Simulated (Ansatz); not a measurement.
# C₆H₄N₂: a ladder of functionals and wavefunction methods

One table from this session's results is given with a row withheld; the runs are named, their logs left out.

Method: functionals in def2-TZVPP, the program's frozen cores in correlated methods; program: Ansatz 0.2.0, Gaussian basis.

The runs, in order: LDA (SPW92), PBE-D4, revPBE-D4, BLYP-D4, r2SCAN-D4, B97M-V, PBE0-D4, B3LYP-D4, r2SCANh-D4, r2SCAN0-D4, HSE06-D4, BHLYP-D4, CAM-B3LYP-D4, LC-ωPBE, ωB97X-V, ωB97M-V, B2PLYP, PBE-QIDH; CCSD(T)/def2-SVP; CCSD(T)/def2-TZVPP; MP2/def2-QZVPP; extrapolation to the limit; RPA on PBE.

**The geometry**

The geometry comes from an earlier relaxation with PBE0-D4 in a triple-zeta def2 set; it is a stationary point, not always the lowest conformer.

SMILES `N#Cc1ccncc1`, 12 atoms, charge 0, spin multiplicity 1.

Atoms are counted from 1 here; the program's logs count them from 0.

Bond lengths: N1–C2 1.151 Å, C2–C3 1.428 Å, C3–C4 1.391 Å, C3–C8 1.391 Å, C4–C5 1.385 Å, C4–H9 1.082 Å, C5–N6 1.328 Å, C5–H10 1.086 Å, N6–C7 1.328 Å, C7–C8 1.385 Å, C7–H11 1.086 Å, C8–H12 1.082 Å. Angles: N1–C2–C3 180.0°, C2–C3–C4 120.6°, C2–C3–C8 120.6°, C4–C3–C8 118.9°, C3–C4–C5 118.0°, C3–C4–H9 120.8°, C5–C4–H9 121.2°, C4–C5–N6 123.7°, C4–C5–H10 120.0°, N6–C5–H10 116.3°, C5–N6–C7 117.6°, N6–C7–C8 123.7°, N6–C7–H11 116.3°, C8–C7–H11 120.0°, C3–C8–C7 118.0°, C3–C8–H12 120.8°, C7–C8–H12 121.2°.

Coordinates:

```xyz
12
charge 0, multiplicity 1
N     1.7132   -1.0024    2.7857
C     1.1366   -0.6652    1.8483
C     0.4214   -0.2467    0.6854
C     0.3063    1.1043    0.3738
C    -0.3990    1.4509   -0.7668
N    -0.9700    0.5678   -1.5777
C    -0.8526   -0.7184   -1.2687
C    -0.1721   -1.1830   -0.1553
H     0.7554    1.8597    1.0056
H    -0.5089    2.4960   -1.0404
H    -1.3277   -1.4210   -1.9467
H    -0.1025   -2.2421    0.0568
```

Set-up of the first run:

in.yaml reads:

```yaml
crystal:
  periodic: [false, false, false]
  atoms:
    - {symbol: N, position_ang: [1.713165, -1.002380, 2.785662]}
    - {symbol: C, position_ang: [1.136617, -0.665165, 1.848324]}
    - {symbol: C, position_ang: [0.421371, -0.246701, 0.685410]}
    - {symbol: C, position_ang: [0.306262, 1.104297, 0.373813]}
    - {symbol: C, position_ang: [-0.399035, 1.450929, -0.766840]}
    - {symbol: N, position_ang: [-0.970002, 0.567764, -1.577661]}
    - {symbol: C, position_ang: [-0.852591, -0.718384, -1.268715]}
    - {symbol: C, position_ang: [-0.172101, -1.182981, -0.155258]}
    - {symbol: H, position_ang: [0.755419, 1.859684, 1.005554]}
    - {symbol: H, position_ang: [-0.508882, 2.496034, -1.040379]}
    - {symbol: H, position_ang: [-1.327698, -1.421047, -1.946709]}
    - {symbol: H, position_ang: [-0.102513, -2.242052, 0.056810]}
basis:
  gaussian: {orbitals: def2-TZVPP}
hamiltonian: {xc: lda}
output: {orbitals: {seedname: orbitals}}
```

On the command line:

```console
$ ansatz run in.yaml --threads 2 --pin off --events-out ev --progress --plain --max-ram 22528MiB --backend cuda --devices 0, --max-vram 18GiB
```

Among the steps run: LDA; PBE-D4 (GGA); revPBE-D4 (GGA); BLYP-D4 (GGA); r2SCAN-D4 (meta-GGA); B97M-V (meta-GGA); B3LYP-D4 (hybrid); r2SCANh-D4 (hybrid); r2SCAN0-D4 (hybrid); HSE06-D4 (hybrid); BHLYP-D4 (hybrid); CAM-B3LYP-D4 (range-separated); LC-ωPBE (range-separated); ωB97X-V (range-separated); ωB97M-V (range-separated); B2PLYP (double hybrid); PBE-QIDH (double hybrid).

One of the session's tables, all rows but one given; the rest of the session is left out.

It belongs to the step «Frontier levels by functional». 

```
  functional  HOMO (eV)  LUMO (eV)  gap (eV)
 LDA (SPW92)      -6.64      -3.32      3.31
      PBE-D4      -6.53      -3.06      3.46
   revPBE-D4      -6.47      -2.97      3.50
     BLYP-D4      -6.42      -2.90      3.52
   r2SCAN-D4      -6.88      -2.97      3.91
      B97M-V      -7.07      -2.84      4.23
     PBE0-D4      -8.14      -2.21      5.93
    B3LYP-D4      -7.88      -2.38      5.49
  r2SCANh-D4      -7.48      -2.65      4.83
  r2SCAN0-D4      -8.38      -2.16      6.22
    HSE06-D4          ?          ?         ?
    BHLYP-D4      -9.21      -1.19      8.01
CAM-B3LYP-D4      -9.60      -1.13      8.47
     LC-ωPBE     -10.95      -0.14     10.81
     ωB97X-V     -10.59      -0.12     10.47
     ωB97M-V     -10.51      -0.14     10.36
```

Estimate the missing values for HSE06-D4.

The run gave: HOMO (eV): -7.73; LUMO (eV): -2.58; gap (eV): 5.15. In the column «HOMO (eV)» it lies between B3LYP-D4 (-7.88) and r2SCANh-D4 (-7.48).
